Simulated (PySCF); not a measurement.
**GeOBr₂: structure of the singlet**

Aim: relax GeOBr₂ as a singlet from a trigonal planar start, check by its vibrations whether the end is a minimum, and collect its spectrum and constants.

Computed with PySCF 2.14.0. Level: PBE, basis Ge def2-SVP, O def2-SVP, Br def2-SVP, no relativity, density fitting.

**1. The starting structure**

4 atoms, charge 0, spin multiplicity 1.

Bond lengths: Ge1–O2 1.680 Å, Ge1–Br3 2.350 Å, Ge1–Br4 2.350 Å. Angles: O2–Ge1–Br3 120.0°, O2–Ge1–Br4 120.0°, Br3–Ge1–Br4 120.0°.

Coordinates in bohr (charge 0 multiplicity 1):
```
Ge    0.0000    0.0000    0.0000
O    -1.5874   -2.7494    0.0000
Br    4.4409    0.0000    0.0000
Br   -2.2204    3.8460    0.0000
```

**2. First SCF at the start**

One driver script runs all steps and calls PySCF; scf.py shows how it sets up the SCF of each step. The optimiser is the driver's own. After this first run the driver tries any further starts and a stability analysis.

File scf.py:

```python
from pyscf import gto, scf, dft
mol = gto.M(atom='''
Ge     0.000000     0.000000     0.000000
O     -0.840000    -1.454900     0.000000
Br     2.350000     0.000000     0.000000
Br    -1.175000     2.035200     0.000000''',
    basis={'Ge': 'def2-SVP', 'O': 'def2-SVP', 'Br': 'def2-SVP'},
    charge=0, spin=0)
mf = dft.RKS(mol, xc='PBE')
mf.grids.atom_grid = (50, 194)
aux = {'Ge': 'def2-universal-JKFIT', 'O': 'def2-universal-JKFIT', 'Br': 'def2-universal-JKFIT'}
mf = mf.density_fit(auxbasis=aux)
mf.conv_tol = 1e-08
mf.diis_space = 10
mf.max_cycle = 60
mf.init_guess = 'minao'
mf.verbose = 4
mf.kernel()
```

Started as:

```bash
$ OMP_NUM_THREADS=2 python axn.py task.json out
```

The program printed, cut to the lines that bear on the results:

```text
[... the frontier levels of the middle cycles are left out ...]
init E= -7296.00225363625
  HOMO = -0.3046474929834  LUMO = -0.160059259459047  gap/eV = 3.93445
cycle= 1 E= -7298.13194463233  delta_E= -2.13  |g|= 1.29  |ddm|=  2.6
  HOMO = -0.111258202190237  LUMO = -0.0779204246172061  gap/eV = 0.90717
cycle= 2 E= -7290.58966847986  delta_E= 7.54  |g|= 3.99  |ddm|= 5.98
  HOMO = -0.238439420734071  LUMO = -0.150903191986635  gap/eV = 2.38198
cycle= 3 E= -7298.25776857851  delta_E= -7.67  |g|= 0.868  |ddm|= 5.67
cycle= 4 E= -7298.36026538646  delta_E= -0.102  |g|= 0.731  |ddm|= 1.79
cycle= 5 E= -7298.47771427981  delta_E= -0.117  |g|= 0.248  |ddm|= 0.708
cycle= 6 E= -7298.4878191608  delta_E= -0.0101  |g|= 0.154  |ddm|= 0.175
cycle= 7 E= -7298.49274467272  delta_E= -0.00493  |g|= 0.0635  |ddm|= 0.121
cycle= 8 E= -7298.49355832534  delta_E= -0.000814  |g|= 0.0175  |ddm|= 0.0466
cycle= 9 E= -7298.49362080731  delta_E= -6.25e-05  |g|= 0.0105  |ddm|= 0.0154
cycle= 10 E= -7298.49364624998  delta_E= -2.54e-05  |g|= 0.00122  |ddm|= 0.00847
cycle= 11 E= -7298.49364666008  delta_E= -4.1e-07  |g|= 5.66e-05  |ddm|= 0.00142
cycle= 12 E= -7298.49364666104  delta_E= -9.57e-10  |g|= 1.24e-05  |ddm|= 9.11e-05
  HOMO = -0.249344479713226  LUMO = -0.164868844867391  gap/eV = 2.29870
Extra cycle  E= -7298.49364666077  delta_E= 2.64e-10  |g|= 3.51e-05  |ddm|= 6.05e-05
converged SCF energy = -7298.49364666077
```

This step, with its further starts and checks, took 20 s on 2 threads of Intel Xeon Platinum 8488C (Sapphire Rapids), shared host.

No lower closed-shell solution turned up in the test of internal stability.

**3. Trigonal planar start, singlet: relaxation**

The program finds C2v symmetry in the start, which this walk keeps. The walk stops when the largest gradient is under 0.0003 Eh/bohr and the energy has settled too.

scf.py, as its differences from that of step 2:

```diff
@@ -3,4 +3,4 @@
-Ge     0.000000     0.000000     0.000000
-O     -0.840000    -1.454900     0.000000
-Br     2.350000     0.000000     0.000000
-Br    -1.175000     2.035200     0.000000''',
+Ge    -0.320064    -0.554350    -0.000000
+O     -1.160073    -2.009245    -0.000000
+Br     2.029954    -0.554370     0.000000
+Br    -1.495037     1.480845     0.000000''',
@@ -16 +15,0 @@
-mf.init_guess = 'minao'
```

The optimiser's trace:

```csv
step,energy (Eh),change (kJ/mol),largest symmetric gradient (Eh/bohr)
0,-7298.493647,0.00,0.01926
1,-7298.496857,-8.43,0.00748
2,-7298.498447,-12.60,0.00447
3,-7298.498588,-12.97,0.00049
4,-7298.498590,-12.98,0.00007
```

The walk took 18 s.

End point (C2v, 4 steps, 13.0 kJ/mol gained): Ge–Br 2.301 Å (×2), Ge–O 1.649 Å; Br–Ge–Br 108.2°, Br–Ge–O 125.9° (×2).

**4. Is it a minimum? Harmonic modes**

The point is checked on the finer grid, and tightened if its gradient asks for it. The Hessian and the dipole derivatives come from central differences of analytic gradients, with steps of 0.02 bohr.

scf.py, as its differences from that of step 3:

```diff
@@ -3,4 +3,4 @@
-Ge    -0.320064    -0.554350    -0.000000
-O     -1.160073    -2.009245    -0.000000
-Br     2.029954    -0.554370     0.000000
-Br    -1.495037     1.480845     0.000000''',
+Ge    -0.376669    -0.652390     0.000000
+O     -1.200864    -2.079895     0.000000
+Br     1.912418    -0.415876     0.000000
+Br    -1.316331     1.448299    -0.000000''',
@@ -10 +10 @@
-mf.grids.atom_grid = (50, 194)
+mf.grids.atom_grid = (75, 302)
@@ -13 +13 @@
-mf.conv_tol = 1e-08
+mf.conv_tol = 1e-10
```

The driver hands on the density of the step before, so the log starts near convergence.

SCF at the final geometry:

```text
init E= -7298.49875444034
  HOMO = -0.256195311110609  LUMO = -0.146476770152098  gap/eV = 2.98559
cycle= 1 E= -7298.4987544403  delta_E= 4.18e-11  |g|= 1.3e-05  |ddm|= 2.06e-05
  HOMO = -0.256191398756675  LUMO = -0.14647553658077  gap/eV = 2.98552
cycle= 2 E= -7298.49875443991  delta_E= 3.91e-10  |g|= 4.15e-05  |ddm|= 5.58e-05
  HOMO = -0.256195020554603  LUMO = -0.14647628855968  gap/eV = 2.98560
cycle= 3 E= -7298.49875444031  delta_E= -4.06e-10  |g|= 1.5e-05  |ddm|= 4.8e-05
  HOMO = -0.256194485458006  LUMO = -0.146476430272977  gap/eV = 2.98558
cycle= 4 E= -7298.49875444036  delta_E= -4.18e-11  |g|= 3.96e-07  |ddm|= 1.36e-05
  HOMO = -0.256194431652826  LUMO = -0.146476378872469  gap/eV = 2.98558
Extra cycle  E= -7298.49875444032  delta_E= 3.09e-11  |g|= 7.07e-07  |ddm|= 1.43e-06
converged SCF energy = -7298.49875444032
```

The whole step took 1.8 min.

Geometry: C2v; Ge–Br 2.301 Å (×2), Ge–O 1.648 Å; Br–Ge–Br 108.2°, Br–Ge–O 125.9° (×2).

Harmonic modes (main isotopes):

```
symmetry  ω (cm⁻¹)  IR (km/mol)     type
      a1        97          0.4     bend
      b2       106         27.6     bend
      b1       157         12.6     bend
      a1       272          8.1  stretch
      b2       318         77.1  stretch
      a1       945         41.5  stretch
```

No imaginary mode, so this is a minimum.

Properties at this point:

- Dipole moment: 2.53 D
- Highest occupied level: -6.97 eV
- Lowest empty level: -3.99 eV
- Rotational constants: 0.08859, 0.03074, 0.02282 cm⁻¹
- Zero-point energy: 11.3 kJ/mol
- Principal polarisabilities: 36.3, 64.7, 82.9 bohr³
- Atomisation energy without zero-point energy: 1125 kJ/mol
- Principal traceless quadrupole moments about the centre of mass: -9.89, 4.82, 5.07 D Å
- Entropy at 298.15 K and 1 bar: 348.0 J/(mol K)
- Heat capacity Cp at 298.15 K: 73.4 J/(mol K)
- Enthalpy at 298.15 K above 0 K: 17.78 kJ/mol
- Rotational symmetry number: 2

Charges (e) and bond orders:

| atom | Mulliken | Löwdin | polar tensor | Mayer order to Ge1 |
| --- | --- | --- | --- | --- |
| Ge1 | 0.60 | 0.15 | 1.32 | – |
| O2 | -0.36 | -0.27 | -0.56 | 2.02 |
| Br3,4 | -0.12 | 0.06 | -0.38 | 1.03 |

Outer orbital energies (eV). occupied: -10.19, -9.38, -8.87, -8.16, -8.05, -7.80, -7.45, -6.97; empty: -3.99, -2.97, 0.32, 0.84.

Mulliken populations on Ge1: s 7.27, p 13.80, d 10.33.

**5. Would spin polarisation lower it?**

At the lowest minimum the closed shell is tested against spin polarisation, on the (50, 194) grid. It is stable.

**6. Fields at the lowest minimum**

The plane holds Ge1 at (0.00, 0.00), O2 at (1.65, 0.00), Br3 at (-1.35, 1.86), Br4 at (-1.35, -1.86) Å. Columns run from x = -3.45 to 4.05 Å, rows from y = 4.05 (top) to -3.75 Å, in steps of 0.3 Å.

Density (cut at 5 e/Å³):

Ten steps from '0' (0.000 e/Å³) to '9' (5.000 e/Å³), finer at the low end (step k begins (100^(k/10) - 1)/99 of the way up):
```
00000000000000000000000000
00000000000000000000000000
00000111111000000000000000
00001233321100000000000000
00012455543210000000000000
00124567764310000000000000
00135799975321000000000000
01246899986421000000000000
01246899976421100000000000
00135789865432111110000000
00124566665443333332100000
00012345555665456654210000
00011233458998668986310000
00001123469999689997410000
00001123469999689997410000
00011233458998668986310000
00012345555665456654210000
00124566665443333332100000
00135789865432111110000000
01246899976421100000000000
01246899986421000000000000
00135799975321000000000000
00124567764310000000000000
00012455543210000000000000
00001233321100000000000000
00000111111000000000000000
00000000000000000000000000
```

ELF (0 where the density is under 0.005 e/Å³):

Ten even steps from '0' (0.00) to '9' (0.89):
```
00000001100000000000000000
00000123333200000000000000
00012345665420000000000000
00124678887642000000000000
01246888999863000000000000
12478753699863100000000000
13688437349963000000000000
25798288818851000000000000
35799277727731000121000000
25799712157632123454200000
25789976686433346776410000
03567877762112368998620000
00123334422662289999731000
00000012316446184469841000
00000012316446184469841000
00123334422662289999731000
03567877762112368998520000
25789976686433346776410000
25799712157632123454200000
35799277727731000121000000
25798288818851000000000000
13688437349963000000000000
12478753699863100000000000
01246888999863000000000000
00124678887642000000000000
00012345665420000000000000
00000123333200000000000000
```

Lowest empty orbital at -3.99 eV (sign arbitrary; one member if degenerate):

Ten even steps from '0' (-0.74 Å^-3/2) to '9' (0.56 Å^-3/2):
```
55555555555555555555555555
55556666655555555555555555
55566666665555555555555555
55666666665555555555555555
56666777665555555555555555
56667787655555555555555555
56667775544555555555555555
55666646634455555555555555
55565559533455555555555555
55555433334555555555555555
55555433345666555556655555
55555444566766555566665555
55555555677666543577665555
55555556777356520598666555
55555556777356520598666555
55555555677666543577665555
55555444566766555566665555
55555433345666555556655555
55555433334555555555555555
55565559533455555555555555
55666646634455555555555555
56667775544555555555555555
56667787655555555555555555
56666777665555555555555555
55666666665555555555555555
55566666665555555555555555
55556666655555555555555555
```

Along Ge1–O2 (1.648 Å) the density is least, 1.27 e/Å³, about 0.82 Å from Ge1; ELF there is 0.29.

Making the fields took 5.3 s on 2 threads of Intel Xeon Platinum 8488C (Sapphire Rapids), shared host.

**7. Results**

```
                                 quantity                                                                   value
                                  minimum                                                            singlet, C2v
                                 geometry  Ge–Br 2.301 Å (×2), Ge–O 1.648 Å; Br–Ge–Br 108.2°, Br–Ge–O 125.9° (×2)
                       wavenumbers (cm⁻¹)               97 (a1), 106 (b2), 157 (b1), 272 (a1), 318 (b2), 945 (a1)
                            dipole moment                                                                  2.53 D
     highest occupied, lowest empty level                                                         -6.97, -3.99 eV
               polar-tensor charge of Ge1                                                                 +1.32 e
                        zero-point energy                                                             11.3 kJ/mol
                      entropy at 298.15 K                                                         348.0 J/(mol K)
atomisation energy (no zero-point energy)                                                             1125 kJ/mol
```

In words: The molecule stays C2v, as typed, and the end point is a minimum. The strongest infrared band lies at 318 cm⁻¹ (b2, stretch). Other starts or spin states, not run here, may lie lower.

The search up to here took 2.5 min.
